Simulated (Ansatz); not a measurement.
# FH7O2Si (built from SMILES F[SiH3].O.O): a reaction path by the nudged elastic band

What path joins these two structures, and how high does it climb? Both ends were relaxed at PBE0-D4 in triple zeta.

The runs use Ansatz 0.2.0, Gaussian basis; PBE0-D4/def2-SVP.

29 further runs of the same task are left out: 1 that didn't finish, 28 set aside as unsound or not needed.

## 1. Where the work starts

The first end: 11 atoms, charge 0, spin multiplicity 1.

Atoms are counted from 1 here; the program's logs count them from 0.

Bond lengths: Si1–F2 1.619 Å, Si1–H3 1.477 Å, Si1–H4 1.487 Å, Si1–H5 1.475 Å, H6–O7 0.974 Å, O7–H10 0.959 Å, H8–O9 0.965 Å, O9–H11 0.960 Å. Angles: F2–Si1–H3 110.2°, F2–Si1–H4 103.8°, F2–Si1–H5 110.2°, H3–Si1–H4 108.6°, H3–Si1–H5 114.2°, H4–Si1–H5 109.3°, H6–O7–H10 105.6°, H8–O9–H11 105.9°.

As a file:

```
Si   -0.7442    0.2651   -1.6173
F    -0.8739   -0.9168   -0.5187
H     0.6372    0.3297   -2.1363
H    -1.6439   -0.1737   -2.7175
H    -1.2406    1.5367   -1.0598
H     0.9005    0.4046    1.1888
O     0.9676    1.1082    0.5192
H    -0.1483   -1.4009    1.2540
O     0.4130   -1.1782    2.0070
H     1.9012    1.1771    0.3107
H    -0.1686   -1.1518    2.7698
```

The second end:

```xyz
11
charge 0, multiplicity 1
Si   -0.2638    0.8513   -1.3475
F    -0.2678   -2.2686   -0.1464
H     0.4652   -0.0884   -2.2297
H    -1.5863    0.3324   -0.9472
H    -0.4096    2.1558   -2.0487
H     0.3771   -0.0745    1.4389
O     0.5620    1.1048    0.0853
H    -0.0797   -1.8674    0.6974
O     0.2501   -0.9040    1.9373
H     1.4284    1.5100    0.0140
H    -0.4756   -0.7515    2.5465
```

## 2. The band at PBE0-D4/def2-SVP

File neb/in.yaml:

```yaml
crystal:
  periodic: [false, false, false]
  atoms:
    - {symbol: Si, position_ang: [-0.744155, 0.265122, -1.617317]}
    - {symbol: F, position_ang: [-0.873909, -0.916848, -0.518743]}
    - {symbol: H, position_ang: [0.637156, 0.329663, -2.136283]}
    - {symbol: H, position_ang: [-1.643876, -0.173748, -2.717452]}
    - {symbol: H, position_ang: [-1.240626, 1.536716, -1.059784]}
    - {symbol: H, position_ang: [0.900509, 0.404613, 1.188795]}
    - {symbol: O, position_ang: [0.967569, 1.108225, 0.519213]}
    - {symbol: H, position_ang: [-0.148308, -1.400914, 1.253960]}
    - {symbol: O, position_ang: [0.413016, -1.178217, 2.007017]}
    - {symbol: H, position_ang: [1.901188, 1.177053, 0.310657]}
    - {symbol: H, position_ang: [-0.168563, -1.151767, 2.769835]}
basis:
  gaussian: {orbitals: def2-SVP}
hamiltonian: {xc: pbe0, dispersion: d4}
neb:
  images: 5
  climbing: true
  max_iterations: 40
  initial_path: idpp
  final_atoms:
    - {symbol: Si, position_ang: [-0.263806, 0.851273, -1.347543]}
    - {symbol: F, position_ang: [-0.267801, -2.268566, -0.146418]}
    - {symbol: H, position_ang: [0.465173, -0.088435, -2.229707]}
    - {symbol: H, position_ang: [-1.586303, 0.332447, -0.947193]}
    - {symbol: H, position_ang: [-0.409631, 2.155819, -2.048671]}
    - {symbol: H, position_ang: [0.377111, -0.074530, 1.438889]}
    - {symbol: O, position_ang: [0.562044, 1.104848, 0.085335]}
    - {symbol: H, position_ang: [-0.079742, -1.867366, 0.697361]}
    - {symbol: O, position_ang: [0.250106, -0.904043, 1.937283]}
    - {symbol: H, position_ang: [1.428434, 1.509988, 0.014048]}
    - {symbol: H, position_ang: [-0.475584, -0.751533, 2.546520]}
```

Command:

```sh
$ ansatz run in.yaml --threads 4 --pin off --events-out ev --progress --plain --max-ram 9574MiB
```

The log of the run, cut to the lines that bear on the results:

```text
Functional definition: PBE0
  name "PBE0"
  cite "Adamo & Barone, J. Chem. Phys. 110, 6158 (1999) doi:10.1063/1.478522"
  cite "Perdew, Burke & Ernzerhof, Phys. Rev. Lett. 77, 3865 (1996) doi:10.1103/PhysRevLett.77.3865"
  parent pbe
[...]
978 factors; integrals over basis functions are off by at most 5.1e-4 eV
[...]
mean field -14785.73623856 eV, -543.3657846352 hartree, gradient 1.9e-5 eV, S^2 0.000000; 0 other end points of the search recorded, 0 dependent functions left out
[...]
reference -14785.73626509 eV, -543.3657856102 hartree; 23, 23 occupied and 72, 72 virtual orbitals, 978 factors
[... from here to the last solve, the lines of the solves are left out (130 solves) ...]
WARN: NEB end point (image 0): max|allowed force component| = 6.741e-1 eV/Å (the criterion of neb.relax_end_points is 1.000e-2). That is over neb.f_tol: it is no minimum, so the barrier can be far off. Relax it first
WARN: NEB end point (image 6): max|allowed force component| = 5.201e-1 eV/Å (the criterion of neb.relax_end_points is 1.000e-2). That is over neb.f_tol: it is no minimum, so the barrier can be far off. Relax it first
NEB iter   1: max|band force component| = 4.010e0 eV/Å  barrier→ = 3.8116 eV  barrier← = 3.6109 eV  Δτ_max = 0.2000 Å  (176 SCF iters)
[...]
NEB iter   5: max|band force component| = 9.045e-1 eV/Å  barrier→ = 0.7548 eV  barrier← = 0.5541 eV  Δτ_max = 0.0999 Å  (132 SCF iters)
[...]
NEB iter   9: max|band force component| = 5.325e-1 eV/Å  barrier→ = 0.5646 eV  barrier← = 0.3639 eV  CI = image 3  Δτ_max = 0.0501 Å  (132 SCF iters)
[...]
NEB iter  13: max|band force component| = 2.149e-1 eV/Å  barrier→ = 0.4988 eV  barrier← = 0.2981 eV  CI = image 3  Δτ_max = 0.0927 Å  (123 SCF iters)
[...]
NEB iter  15: max|band force component| = 1.480e-1 eV/Å  barrier→ = 0.4987 eV  barrier← = 0.2980 eV  CI = image 3  Δτ_max = 0.0294 Å  (133 SCF iters)
[...]
NEB iter  16: max|band force component| = 4.301e-2 eV/Å  barrier→ = 0.4958 eV  barrier← = 0.2951 eV  CI = image 3  CI's point: of a kind that is not told: the force calls were inconclusive, a negative curvature could not be distinguished from the path's own, the only one lies far off the [...]
Total energy: -14785.35766220 eV, -543.3518722106 hartree
Atom 0 at    -0.215472     0.522890    -1.213442 Å, force    -0.031634    -0.029404     0.018846 eV/Å
Atom 1 at    -0.395598    -1.229369    -0.554908 Å, force     0.016871     0.047150    -0.015298 eV/Å
Atom 2 at     0.841587    -0.007907    -2.125995 Å, force    -0.008615     0.012208    -0.000499 eV/Å
Atom 3 at    -1.649466     0.429825    -1.616056 Å, force     0.006611    -0.001289    -0.004767 eV/Å
Atom 4 at    -0.003269     2.024681    -1.449969 Å, force     0.005308    -0.005941    -0.028198 eV/Å
Atom 5 at     0.411512    -0.141201     1.289913 Å, force     0.001544     0.006579     0.006242 eV/Å
Atom 6 at     0.196176     0.823952     0.513860 Å, force     0.019549    -0.024348     0.009760 eV/Å
Atom 7 at     0.083331    -1.482847     0.639703 Å, force    -0.005752    -0.016917     0.039610 eV/Å
Atom 8 at     0.459609    -1.239725     1.618289 Å, force     0.039955    -0.012431    -0.030569 eV/Å
Atom 9 at     0.521884     1.719319     0.652267 Å, force    -0.007911     0.004995     0.018222 eV/Å
Atom 10 at    -0.250294    -1.419720     2.246237 Å, force    -0.035927     0.019399    -0.013349 eV/Å
Dipole moment:     0.028651     0.025482     0.931635 e Å
```

It took 4.3 min on 4 threads of Intel Xeon at 2.50GHz, shared host.

The last band:

```csv
image,path (Å),energy (eV),Si1–O7 (Å),H6–O9 (Å),F2–H8 (Å),Si1–F2 (Å)
0,0.00,0.000,2.86,1.85,1.98,1.62
1,1.11,-0.018,2.48,1.75,1.88,1.66
2,2.23,0.277,2.07,1.61,1.74,1.70
3,3.34,0.496,1.80,1.15,1.31,1.88
4,4.15,0.163,1.71,0.99,0.97,2.56
5,4.95,0.152,1.70,0.98,0.96,2.77
6,5.75,0.201,1.67,0.98,0.95,3.34
```

The highest image, 3:

```xyz
11

Si   -0.2155    0.5229   -1.2134
F    -0.3956   -1.2294   -0.5549
H     0.8416   -0.0079   -2.1260
H    -1.6495    0.4298   -1.6161
H    -0.0033    2.0247   -1.4500
H     0.4115   -0.1412    1.2899
O     0.1962    0.8240    0.5139
H     0.0833   -1.4828    0.6397
O     0.4596   -1.2397    1.6183
H     0.5219    1.7193    0.6523
H    -0.2503   -1.4197    2.2462
```

## 3. Summary of results

| quantity | value |
| --- | --- |
| PBE0-D4/def2-SVP, 16 iterations | highest 0.496 eV (image 3), last end +0.201 eV |
| from earlier runs: barrier over the separately found saddle, CCSD(T)/def2-TZVPP | 0.968 eV |

The highest image lies 0.496 eV above the first end, and it climbed, so it estimates the saddle. The ends are not quite minima at this level (largest force component 0.67 eV/Å), so the heights are unreliable: relaxing the first end would lower it and raise the barrier above it. The highest image is 0.473 eV below the CCSD(T) barrier in triple zeta, which comes from separate runs on the saddle.
